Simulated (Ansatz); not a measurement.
**ClGeH3OSi: how energies converge with the basis set**

The task here is to estimate one member of a computed series from the others.

Computed with Ansatz 0.2.0, Gaussian basis. Level: one geometry, several basis sets.

Plan: PBE0-D4/def2-SVP; ωB97M-V/def2-SVP; PBE0-D4/def2-QZVPP; ωB97M-V/def2-QZVPP; the functionals' def2-TZVPP values are taken from earlier runs.

### Structure used throughout

An earlier PBE0-D4 in a triple-zeta def2 set relaxation fixed the geometry.

SMILES `[SiH3][O][Ge][Cl]`, 7 atoms, charge 0, spin multiplicity 1.

Atoms are counted from 1 here; the program's logs count them from 0.

Bond lengths: Si1–O2 1.655 Å, Si1–H5 1.484 Å, Si1–H6 1.484 Å, Si1–H7 1.484 Å, O2–Ge3 1.768 Å, Ge3–Cl4 2.210 Å. Angles: O2–Si1–H5 107.2°, O2–Si1–H6 110.4°, O2–Si1–H7 110.5°, H5–Si1–H6 109.5°, H5–Si1–H7 109.5°, H6–Si1–H7 109.7°, Si1–O2–Ge3 138.4°, O2–Ge3–Cl4 99.4°.

Set-up of the first run:

Contents of in.yaml:

```yaml
crystal:
  periodic: [false, false, false]
  atoms:
    - {symbol: Si, position_ang: [0.184376, 0.664213, -0.614167]}
    - {symbol: O, position_ang: [0.434504, -0.959520, -0.413806]}
    - {symbol: Ge, position_ang: [0.076586, -2.215893, 0.776880]}
    - {symbol: Cl, position_ang: [-0.991826, -0.995069, 2.277557]}
    - {symbol: H, position_ang: [0.795867, 1.045421, -1.911263]}
    - {symbol: H, position_ang: [-1.268883, 0.965051, -0.643305]}
    - {symbol: H, position_ang: [0.830677, 1.427798, 0.482404]}
basis:
  gaussian: {orbitals: def2-SVP}
hamiltonian: {xc: pbe0, dispersion: d4}
output: {orbitals: {seedname: orbitals}}
```

Among the steps run: PBE0-D4 in def2-SVP; ωB97M-V in def2-SVP; PBE0-D4 in def2-QZVPP; ωB97M-V in def2-QZVPP.

One of the session's tables, all rows but one given; the rest of the session is left out.

It belongs to the step «Density functionals: the series». 

| functional | basis | HOMO (eV) | LUMO (eV) |
| --- | --- | --- | --- |
| PBE0-D4 | def2-SVP | -8.02 | -2.45 |
| PBE0-D4 | def2-TZVPP | -8.13 | -2.54 |
| PBE0-D4 | def2-QZVPP | -8.17 | -2.59 |
| ωB97M-V | def2-SVP | -10.11 | -0.45 |
| ωB97M-V | def2-TZVPP | -10.26 | -0.59 |
| ωB97M-V | def2-QZVPP | ? | ? |

Estimate the missing values for ωB97M-V, def2-QZVPP.

As computed: HOMO (eV): -10.31; LUMO (eV): -0.69. In the column «HOMO (eV)» it is the lowest.
